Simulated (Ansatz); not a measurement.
Relaxation of a periodic cell of 17 atoms, Si₁₆N (host Si, host structure diamond, interstitial N), to a largest force component of 0.08 eV/Å in at most 25 steps.

Theory: DFT PBE, scalar-relativistic, plane waves, PAW in Ansatz 0.2.0. Settings: accuracy low, PAW set soft_1, cutoff 420 eV, k mesh 2x2x2, fermi-dirac smearing 0.05 eV, spin collinear.

```xyz
17
Lattice="0.0000 5.4300 5.4300 5.4300 0.0000 5.4300 5.4300 5.4300 0.0000" Properties=species:S:1:pos:R:3:forces:R:3
Si 0.000 0.000 0.000 -0.04 0.07 0.07
Si 1.357 1.357 1.357 0.32 -0.32 -0.27
Si 2.715 2.715 0.000 0.39 -0.39 0.46
Si 4.072 4.072 1.357 -0.07 0.06 -0.07
Si 2.715 0.000 2.715 0.29 0.30 -0.32
Si 4.072 1.357 4.072 -0.06 -0.06 0.05
Si 5.430 2.715 2.715 -0.07 -0.07 -0.07
Si 6.787 4.072 4.072 -0.09 -0.11 -0.20
Si 0.000 2.715 2.715 0.16 0.14 0.07
Si 1.357 4.072 4.072 0.07 0.07 0.06
Si 2.715 5.430 2.715 0.08 0.08 -0.07
Si 4.072 6.787 4.072 -0.46 -0.45 0.42
Si 2.715 2.715 5.430 0.07 -0.05 0.07
Si 4.072 4.072 6.787 -0.36 0.35 -0.30
Si 5.430 5.430 5.430 -0.41 0.43 0.49
Si 6.787 6.787 6.787 0.07 -0.08 -0.07
N 3.440 6.139 6.076 0.12 0.03 -0.33
```

Where does it end, and by what steps?

The run converged. The threshold is loose, so the end isn't yet a minimum. Limits of this set-up: coarse k mesh, a small cell, in which the defect meets its images, low accuracy level. After 13 steps the energy has fallen by 1.458 eV; N17 moved furthest, 1.08 Å. Parted: Si12–Si15 (2.35 → 3.03 Å).

```json
{"step": "0", "energy less start (eV)": "0.0000", "largest force component (eV/Å)": "0.491", "accepted": "yes"}
{"step": "1", "energy less start (eV)": "-0.0819", "largest force component (eV/Å)": "0.346", "accepted": "yes"}
{"step": "2", "energy less start (eV)": "-0.1415", "largest force component (eV/Å)": "0.603", "accepted": "yes"}
{"step": "3", "energy less start (eV)": "-0.3421", "largest force component (eV/Å)": "0.978", "accepted": "yes"}
{"step": "4", "energy less start (eV)": "-0.5573", "largest force component (eV/Å)": "3.028", "accepted": "yes"}
{"step": "5", "energy less start (eV)": "-0.9559", "largest force component (eV/Å)": "2.125", "accepted": "yes"}
{"step": "6", "energy less start (eV)": "-1.1975", "largest force component (eV/Å)": "0.709", "accepted": "yes"}
{"step": "7", "energy less start (eV)": "-1.2880", "largest force component (eV/Å)": "0.430", "accepted": "yes"}
{"step": "8", "energy less start (eV)": "-1.3243", "largest force component (eV/Å)": "0.249", "accepted": "yes"}
{"step": "9", "energy less start (eV)": "-1.3740", "largest force component (eV/Å)": "0.349", "accepted": "yes"}
{"step": "10", "energy less start (eV)": "-1.3988", "largest force component (eV/Å)": "0.415", "accepted": "yes"}
{"step": "11", "energy less start (eV)": "-1.4313", "largest force component (eV/Å)": "0.389", "accepted": "yes"}
{"step": "12", "energy less start (eV)": "-1.4536", "largest force component (eV/Å)": "0.131", "accepted": "yes"}
{"step": "13", "energy less start (eV)": "-1.4584", "largest force component (eV/Å)": "0.067", "accepted": "yes"}
```

```xyz
17
Lattice="0.0000 5.4300 5.4300 5.4300 0.0000 5.4300 5.4300 5.4300 0.0000" Properties=species:S:1:pos:R:3
Si 0.016 -0.009 0.059
Si 1.359 1.217 1.539
Si 2.816 2.458 0.215
Si 4.130 3.997 1.382
Si 2.661 -0.148 2.951
Si 4.050 1.324 4.151
Si 5.438 2.709 2.848
Si 6.713 3.980 4.344
Si 0.186 2.775 2.767
Si 1.472 4.177 4.132
Si 2.613 5.391 2.462
Si 3.791 7.074 3.515
Si 2.734 2.731 5.490
Si 4.042 3.985 6.995
Si 5.206 5.459 5.652
Si 6.669 6.854 6.751
N 3.844 6.462 5.125
```

Whether the end is a true minimum wasn't checked by a vibrational analysis.

Run time: 2.7 min on 1 thread of Arm Neoverse V2 (shared host), peak memory 0.66 GiB.
